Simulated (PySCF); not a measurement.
# C7H11NO: the cost of one run

Programs: PySCF 2.14.0, with routines of our own; each step states its level. All values are computed. Atoms count from 0.

### Step 1. The starting structure

20 atoms, charge 0, multiplicity 1; geometry from: GFN2-xTB.

### Step 2. Open-shell or spin-flip excitations: collinear spin-flip TDA BHandHLYP/def2-SVP

The job: settings as JSON, then the geometry in Å.

```
{"job": {"kind": "uabs", "xc": "BHandHLYP", "basis": "def2-SVP", "nstates": 8, "spin_flip": true, "ref_mult": 3}, "charge": 0, "multiplicity": 1}
C      2.565810     0.395933    -0.730832
O      2.180251    -0.952222    -0.810449
C      1.449540    -1.398443     0.316985
C      0.130709    -0.699316     0.480756
C     -0.972011    -0.861197    -0.264427
C     -2.062457     0.047492     0.228257
N     -2.667234     0.837701    -0.832482
C     -1.369186     0.793782     1.343864
C     -0.122111     0.335959     1.478432
H      3.164240     0.584356     0.170141
H      3.169306     0.597370    -1.613688
H      1.698511     1.066946    -0.723191
H      1.293680    -2.466515     0.142965
H      2.053715    -1.267570     1.229117
H     -1.108106    -1.525027    -1.096038
H     -2.863422    -0.568520     0.664556
H     -1.952509     1.391025    -1.294111
H     -3.353851     1.475720    -0.443713
H     -1.853732     1.563243     1.917683
H      0.613708     0.659963     2.194354
```

With the program's defaults for keys left out, this is: collinear spin-flip TDA BHandHLYP/def2-SVP, vertical, gas phase, core orbitals frozen in the response.

Launch:

```sh
$ OMP_NUM_THREADS=1 python excited_run.py task.json out
```

This one command runs all jobs of the session in turn.

Q: Estimate the wall time and peak memory of this first job on 1 thread of AMD EPYC, shared host.

About 69 s, with a peak of 0.62 GiB.
